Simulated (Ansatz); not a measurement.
# GeH₄NOF: an energy map over angle H5–N1–Ge2 and dihedral H5–N1–Ge2–O3

How does the energy of FGeH4NO, SMILES [NH2][GeH]([OH])[F] change over two coordinates at once? A grid of runs gives the map.

The runs use Ansatz 0.2.0; RKS B3LYP-D4/def2-TZVP.

## 1. Starting geometry

8 atoms, charge 0, spin multiplicity 1.

Atoms are counted from 1 here; the program's logs count them from 0.

Bond lengths: N1–Ge2 1.816 Å, N1–H5 1.026 Å, N1–H6 1.025 Å, Ge2–O3 1.783 Å, Ge2–F4 1.772 Å, Ge2–H7 1.545 Å, O3–H8 0.976 Å. Angles: Ge2–N1–H5 114.5°, Ge2–N1–H6 115.6°, H5–N1–H6 109.7°, N1–Ge2–O3 104.9°, N1–Ge2–F4 114.7°, N1–Ge2–H7 111.3°, O3–Ge2–F4 104.3°, O3–Ge2–H7 115.9°, F4–Ge2–H7 105.8°, Ge2–O3–H8 109.7°.

As a file:

```xyz
8
charge 0, multiplicity 1
N    -0.5761    1.3029    0.0926
Ge    0.4278   -0.1807   -0.2064
O     0.3270   -1.1157    1.3085
F    -0.2186   -1.2750   -1.4406
H    -1.5253    1.1132    0.4315
H    -0.6132    1.9748   -0.6804
H     1.8515    0.1909   -0.6762
H     0.4191   -2.0676    1.1150
```

This geometry comes from a loose relaxation at PBE in a small basis, which is not shown.

## 3. Setting up the map

First coordinate, angle H5–N1–Ge2: 9 values from 71.0 to 161.0 °. Second coordinate, dihedral H5–N1–Ge2–O3: 9 values from −180 to 140 °, periodic.

Nothing else is relaxed (all other coordinates rigid). Energies count from the relaxed molecule at the same level. Points are written as (first, second).

(The set-up runs are not shown.)

## 4. Point (138.5°, 60°)

Input file input.yaml:

```yaml
crystal:
  periodic: [false, false, false]
  atoms:
    - { symbol: "N", position_ang: [-0.587471, 1.287226, 0.070666] }
    - { symbol: Ge, position_ang: [0.433085, -0.177795, -0.21226] }
    - { symbol: O, position_ang: [-0.484301, -1.169488, -1.354439] }
    - { symbol: F, position_ang: [1.949177, 0.153171, -1.04303] }
    - { symbol: H, position_ang: [-1.507502, 1.51201, 0.421988] }
    - { symbol: H, position_ang: [-0.628309, 1.97066, -0.67107] }
    - { symbol: H, position_ang: [0.831196, -0.870006, 1.092323] }
    - { symbol: H, position_ang: [0.08747, -1.685065, -1.933172] }
basis:
  gaussian: { orbitals: def2-TZVP }
hamiltonian:
  xc: { name: B3LYP }
  dispersion: d4
output:
  forces: true
```

Started as:

```
> ansatz run input.yaml --threads 1 --pin off --max-ram 2560MiB --backend cpu --events-out ev --progress --plain --runs-dir out
```

Further runs follow: the other points that were computed.

**Question.** What will these runs give? Wanted: lowest point; highest computed point; dipole moment; largest force on an atom.

As calculated:

| quantity | value |
| --- | --- |
| lowest point | (116.0°, −60°), 0.7 kJ/mol |
| highest computed point | (71.0°, −140°), 174 kJ/mol above the lowest |
| dipole moment (D) | 0.17 at (82.3°, −20°) to 2.21 at (71.0°, −180°); 1.07 at the lowest point |
| largest force on an atom (eV/Å) | 0.05 at (116.0°, −60°) to 4.72 at (71.0°, −180°); 0.05 at the lowest point |
| time for the whole task | 19 min on 1 thread, shared host |

What this shows: The lowest computed point is at (116.0°, −60°), 0.7 kJ/mol from the relaxed molecule at the same level. A higher local minimum lies near (116.0°, 140°) (5 kJ/mol above the lowest at that grid point). The highest computed point, (71.0°, −140°), lies 174 kJ/mol above the lowest. On the interpolated surface the easiest way out of the lowest well to the well at (116.0°, 140°) passes a barrier of about 15 kJ/mol. Round the minimum the valley is somewhat tilted: raising angle H5–N1–Ge2 shifts the best value of dihedral H5–N1–Ge2–O3 downwards (coupling k₁₂/√(k₁₁k₂₂) about 0.1).
